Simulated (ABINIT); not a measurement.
Runs of ABINIT 10.8.3 (patched build) on Al2Cl. Symmetry: Fm-3m, No. 225, cubic system. The conventional cell has a = 6.317 Å, b = 6.317 Å, c = 6.317 Å, α = 90.00°, β = 90.00°, γ = 90.00°. Al (site symmetry -43m) has 4 Cl at 2.74 Å as nearest neighbours. Cl (site symmetry m-3m) is surrounded by 8 Al at 2.74 Å. The cell was built by a generator and needn't be a form met in nature.

```csv
task,potentials or basis,k mesh,cutoff (eV),stop of the response cycle (tolvrs),acoustic sum rule (asr),bands in the sums,broadening (eV),scissor shift (eV),gap on the mesh (eV),pressure (GPa)
single point,SG15 NC PBE v1.2,5 × 5 × 5,952,-,-,-,-,-,none,11.8
phonons,PseudoDojo NC SR PBE v0.4.1 standard,"4 × 4 × 4, with 4 shifts",789,1e-08,1,-,-,-,-,11.0
single point,PseudoDojo NC SR PBE v0.4.1 standard,5 × 5 × 5,789,-,-,-,-,-,none,(a)
optical spectrum,SG15 NC PBE v1.2,"6 × 6 × 6, with 4 shifts",952,-,-,20,0.05,0,-,12.0
```

Alike in all rows: level RPBE; no spin polarisation; cell as given; smearing fermi-dirac 0.05 eV.

Q: Estimate the missing entries.

A: (a) 10.8.

Caveats: the potentials were made for another functional, which shifts forces and pressure; an odd number of electrons without spin polarisation forces a metal (some runs); a magnetic or distorted state may lie lower (some runs); the mesh is coarse for a metal's response (some runs); some modes are imaginary (some runs); the cell is more than 3 GPa from zero pressure, which shifts response properties (some runs); the intraband (Drude) term is left out (some runs).

A gap of «none» marks a metal or a gap under the smearing width.

The runs don't all hold the same shells in valence.

Runs at the PBE level aren't shown here.
